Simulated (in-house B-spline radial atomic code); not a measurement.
**C: a fraction of an electron added to 2p**

How does the M06-2X energy of C change when part of an electron is added to 2p?

The numbers are computed with in-house B-spline radial atomic code version 1 (non-relativistic M06-2X, spin-polarised, spherical fractional occupations, point nucleus, basis-set limit), except any that are marked as measured or tabulated.

### Step 1. What is computed

| Item | Value |
| --- | --- |
| element | carbon (Z = 6) |
| charge | 0 |
| electrons | 6 |
| configuration | [He] 2s2 2p2 |
| Hamiltonian | non-relativistic |
| nucleus | point |

Outer shells as boxes (Hund's rule):

[He] 2s2 2p2
```
[He] core
2s [↑↓]
2p [↑ ][↑ ][  ]
```

Where spins are not typed, each open shell is filled with up spins first.

### Step 2. The start, at fraction 0

Input settings:

```ini
Z = 6
electrons = 6.0
configuration = [He] 2s2 2p2
hamiltonian = nr
method = m062x
spin_polarised = True
```

### Step 3. 0.2 electron added to 2p

Input settings:

```ini
Z = 6
electrons = 6.2
configuration = [He] 2s2 2p2.2
hamiltonian = nr
method = m062x
spin_polarised = True
```

### Step 4. 0.3 electron added to 2p

Input settings:

```ini
Z = 6
electrons = 6.3
configuration = [He] 2s2 2p2.3
hamiltonian = nr
method = m062x
spin_polarised = True
```

### Step 5. 0.4 electron added to 2p

Input settings:

```ini
Z = 6
electrons = 6.4
configuration = [He] 2s2 2p2.4
hamiltonian = nr
method = m062x
spin_polarised = True
```

### Step 6. 0.5 electron added to 2p

Input settings:

```ini
Z = 6
electrons = 6.5
configuration = [He] 2s2 2p2.5
hamiltonian = nr
method = m062x
spin_polarised = True
```

### Step 7. 0.6 electron added to 2p

Input settings:

```ini
Z = 6
electrons = 6.6
configuration = [He] 2s2 2p2.6
hamiltonian = nr
method = m062x
spin_polarised = True
```

### Step 8. 0.7 electron added to 2p

Input settings:

```ini
Z = 6
electrons = 6.7
configuration = [He] 2s2 2p2.7
hamiltonian = nr
method = m062x
spin_polarised = True
```

### Step 9. 0.8 electron added to 2p

Input settings:

```ini
Z = 6
electrons = 6.8
configuration = [He] 2s2 2p2.8
hamiltonian = nr
method = m062x
spin_polarised = True
```

**Question.** How does the energy change with the fraction, and which way and how far does it bend from the straight line between the ends?

As calculated:

| fraction | energy change (eV) | less the straight line (eV) | level 2p up (eV) | sum of <r²> (bohr²) |
| --- | --- | --- | --- | --- |
| 0 | 0.0000 | 0.0000 | -7.027 | 14.459 |
| 0.2 | -1.2398 | -0.4531 | -5.387 | 16.224 |
| 0.3 | -1.7391 | -0.5590 | -4.604 | 17.219 |
| 0.4 | -2.1617 | -0.5882 | -3.852 | 18.309 |
| 0.5 | -2.5106 | -0.5437 | -3.132 | 19.512 |
| 0.6 | -2.7891 | -0.4288 | -2.443 | 20.850 |
| 0.7 | -3.0003 | -0.2466 | -1.785 | 22.351 |
| 0.8 | -3.1471 | 0.0000 | -1.156 | 24.069 |

What this shows: From fraction 0 to 0.8 the energy changes by -3.147 eV. It sags under the straight line by up to 0.59 eV (at 0.4); exact theory is straight between whole electron numbers, so this convex bend is an error (delocalisation) that favours fractional charges. The path stops at 0.8, so the line is drawn to that point and not to a whole electron. Here exact exchange is taken at spherical fractional occupations, which leaves self-interaction in open p, d and f shells; that spoils the energies somewhat, at whole numbers too.

Members of this set that are not shown: 1 did not converge.
